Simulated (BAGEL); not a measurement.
# CH5FGe (SMILES [CH3][GeH2][F]): HF/6-31G(d) (density fitting with qzvpp-jkfit, spherical functions)

What is the energy change on altering one bond length of CH5FGe at HF/6-31G* (density fitting with qzvpp-jkfit, spherical functions)? 

The calculation is run with BAGEL 1.2.2.

1 further run of the same task is left out (it didn't finish).

### 1 The structure to begin with

The species is CH5FGe (8 atoms), meant as a singlet with charge 0. As SMILES, `[CH3][GeH2][F]`. The shape is that of a PBE0-D4/def2-TZVP optimisation.

Bond lengths: C1–Ge2 1.936 Å, Ge2–F3 1.748 Å, C1–H4 1.092 Å, C1–H5 1.090 Å, C1–H6 1.090 Å, Ge2–H7 1.538 Å, Ge2–H8 1.538 Å. Some angles: C1–Ge2–F3 106.4°, C1–Ge2–H7 113.5°, C1–Ge2–H8 113.5°, F3–Ge2–H7 105.5°, F3–Ge2–H8 105.5°, Ge2–C1–H4 110.2°, Ge2–C1–H5 109.9°, Ge2–C1–H6 109.9°, H7–Ge2–H8 111.6°, H4–C1–H5 108.8°.

### 2 A single-point energy at HF/6-31G(d) (density fitting with qzvpp-jkfit, spherical functions)

Input file job.json:

```json
{ "bagel" : [

{
  "title" : "molecule",
  "basis" : "6-31gs.json",
  "df_basis" : "qzvpp-jkfit",
  "angstrom" : "true",
  "geometry" : [
    { "atom" : "C", "xyz" : [   -0.598200,    0.789100,   -0.332100 ] },
    { "atom" : "Ge", "xyz" : [    0.468300,   -0.734500,    0.207400 ] },
    { "atom" : "F", "xyz" : [    1.437000,   -0.203900,    1.562200 ] },
    { "atom" : "H", "xyz" : [   -1.229500,    0.526100,   -1.183100 ] },
    { "atom" : "H", "xyz" : [    0.052600,    1.615500,   -0.619000 ] },
    { "atom" : "H", "xyz" : [   -1.235200,    1.108200,    0.493200 ] },
    { "atom" : "H", "xyz" : [    1.473200,   -1.188800,   -0.864100 ] },
    { "atom" : "H", "xyz" : [   -0.368100,   -1.911600,    0.735600 ] }
  ]
},
{
  "title" : "hf"
},
{
  "title" : "print",
  "file" : "orbitals.molden",
  "orbitals" : "true"
}

]}
```

The basis set 6-31G* is read from a file made from the Basis Set Exchange's data (not shown).

Command:

```
BAGEL_NUM_THREADS=1 BAGEL job.json > job.out
```

Standard output:

```text
* using 1 threads per process

  ===============================================================
  ===============================================================

  *** Geometry ***

  { "atom" : "C", "xyz" : [     -1.130434,      1.491183,     -0.627578 ] },
  { "atom" : "Ge", "xyz" : [      0.884959,     -1.388004,      0.391929 ] },
  { "atom" : "F", "xyz" : [      2.715536,     -0.385315,      2.952130 ] },
  { "atom" : "H", "xyz" : [     -2.323418,      0.994185,     -2.235735 ] },
  { "atom" : "H", "xyz" : [      0.099400,      3.052853,     -1.169740 ] },
  { "atom" : "H", "xyz" : [     -2.334190,      2.094194,      0.932013 ] },
  { "atom" : "H", "xyz" : [      2.783945,     -2.246506,     -1.632912 ] },
  { "atom" : "H", "xyz" : [     -0.695608,     -3.612400,      1.390083 ] },

  Number of auxiliary basis functions:      508

  Since a DF basis is specified, we compute 2- and 3-index integrals:
    o Being stored without compression. Storage requirement is 0.020 GB

  Number of basis functions:       70
  Number of electrons      :       52

    * METHOD: MOLECULE                             0.23

  *** RHF ***

  === Nuclear Repulsion ===
   212.2925571921

      * DIIS with orbital gradients will be used.

  === RHF iteration (6-31gs.json) ===
      0      -2215.15767649          0.01960698           0.05
      1      -2215.26486522          0.01240032           0.05
      2      -2215.32044031          0.00149627           0.05
      3      -2215.32154944          0.00049412           0.05
      4      -2215.32165562          0.00006891           0.05
      5      -2215.32165963          0.00002067           0.05
      6      -2215.32165988          0.00000996           0.05
      7      -2215.32165993          0.00000181           0.05
      8      -2215.32165993          0.00000063           0.05
      9      -2215.32165993          0.00000019           0.05
     10      -2215.32165993          0.00000004           0.05
     11      -2215.32165993          0.00000002           0.05
     12      -2215.32165993          0.00000000           0.05
    * SCF iteration converged.

    * Permanent dipole moment:
           (    0.682539,     0.058237,     0.811880) a.u.

    * METHOD: HF                                   0.87

    * METHOD: PRINT                                0.01

  ===============================================================
```

Wall time 1.3 s (1 thread of Arm Neoverse V2, shared host); peak memory 0.11 GiB.

### 3 The distorted shape

Input file calc.json:

```json
{ "bagel": [

{
  "title": "molecule",
  "basis": "6-31gs.json",
  "df_basis": "qzvpp-jkfit",
  "angstrom": "true",
  "geometry": [
    { "atom": "C", "xyz": [      -1.451394,       2.007972,      -0.763697 ] },
    { "atom": "Ge", "xyz": [       0.468300,      -0.734500,       0.207400 ] },
    { "atom": "F", "xyz": [       1.437000,      -0.203900,       1.562200 ] },
    { "atom": "H", "xyz": [      -2.082694,       1.744972,      -1.614697 ] },
    { "atom": "H", "xyz": [      -0.800594,       2.834372,      -1.050597 ] },
    { "atom": "H", "xyz": [      -2.088394,       2.327072,       0.061603 ] },
    { "atom": "H", "xyz": [       1.473200,      -1.188800,      -0.864100 ] },
    { "atom": "H", "xyz": [      -0.368100,      -1.911600,       0.735600 ] }
  ]
},

{
  "title": "hf"
},

{
  "title": "print",
  "file": "orbitals.molden",
  "orbitals": "true"
}

]}
```

The basis set 6-31G* is read from a file made from the Basis Set Exchange's data (not shown).

Command:

```
BAGEL_NUM_THREADS=1 BAGEL calc.json > calc.out
```

Standard output:

```text
* using 1 threads per process

  ===============================================================
  ===============================================================

  *** Geometry ***

  { "atom" : "C", "xyz" : [     -2.742737,      3.794517,     -1.443178 ] },
  { "atom" : "Ge", "xyz" : [      0.884959,     -1.388004,      0.391929 ] },
  { "atom" : "F", "xyz" : [      2.715536,     -0.385315,      2.952130 ] },
  { "atom" : "H", "xyz" : [     -3.935721,      3.297519,     -3.051335 ] },
  { "atom" : "H", "xyz" : [     -1.512903,      5.356187,     -1.985341 ] },
  { "atom" : "H", "xyz" : [     -3.946493,      4.397529,      0.116413 ] },
  { "atom" : "H", "xyz" : [      2.783945,     -2.246506,     -1.632912 ] },
  { "atom" : "H", "xyz" : [     -0.695608,     -3.612400,      1.390083 ] },

  Number of auxiliary basis functions:      508

  Since a DF basis is specified, we compute 2- and 3-index integrals:
    o Being stored without compression. Storage requirement is 0.020 GB

  Number of basis functions:       70
  Number of electrons      :       52

    * METHOD: MOLECULE                             0.21

  *** RHF ***

  === Nuclear Repulsion ===
   176.3081352962

      * DIIS with orbital gradients will be used.

  === RHF iteration (6-31gs.json) ===
      0      -2214.87027572          0.02314292           0.06
      1      -2214.97821973          0.01955691           0.05
      2      -2215.14639111          0.00206276           0.05
      3      -2215.14969260          0.00120842           0.05
      4      -2215.15047550          0.00021121           0.05
      5      -2215.15055321          0.00011969           0.05
      6      -2215.15056225          0.00004078           0.05
      7      -2215.15056403          0.00000629           0.05
      8      -2215.15056405          0.00000376           0.05
      9      -2215.15056406          0.00000092           0.05
     10      -2215.15056406          0.00000036           0.05
     11      -2215.15056406          0.00000015           0.05
     12      -2215.15056406          0.00000006           0.05
     13      -2215.15056406          0.00000002           0.05
     14      -2215.15056406          0.00000001           0.05
    * SCF iteration converged.

    * Permanent dipole moment:
           (    0.656345,     0.093999,     0.798041) a.u.

    * METHOD: HF                                   0.97

    * METHOD: PRINT                                0.01

  ===============================================================
```

Wall time 1.4 s (1 thread of Arm Neoverse V2, shared host); peak memory 0.11 GiB.

### 4 Results

At HF/6-31G* (density fitting with qzvpp-jkfit, spherical functions):

```
                                                          quantity           value
                                         first shape: total energy  -2215.32166 Eh
                                        first shape: dipole moment          2.70 D
                                          first shape: HOMO energy       -12.25 eV
                                          first shape: LUMO energy         3.55 eV
                                        first shape: HOMO–LUMO gap        15.80 eV
                                     distorted shape: total energy  -2215.15056 Eh
                                    distorted shape: dipole moment          2.64 D
                                      distorted shape: HOMO energy        -7.87 eV
                                      distorted shape: LUMO energy        -0.09 eV
                                    distorted shape: HOMO–LUMO gap         7.77 eV
energy change with the C1–Ge2 bond stretched from 1.936 to 3.486 Å        4.656 eV
```

In words: One bond (distorted shape) is far stretched, which a spin-restricted single reference describes badly; a broken-symmetry solution may lie lower. With the C1–Ge2 bond stretched from 1.936 to 3.486 Å the energy rises by 4.66 eV (449 kJ/mol). The first shape isn't relaxed at this level, so the change isn't measured from a minimum. A restricted reference can't describe the breaking bond well at this length.
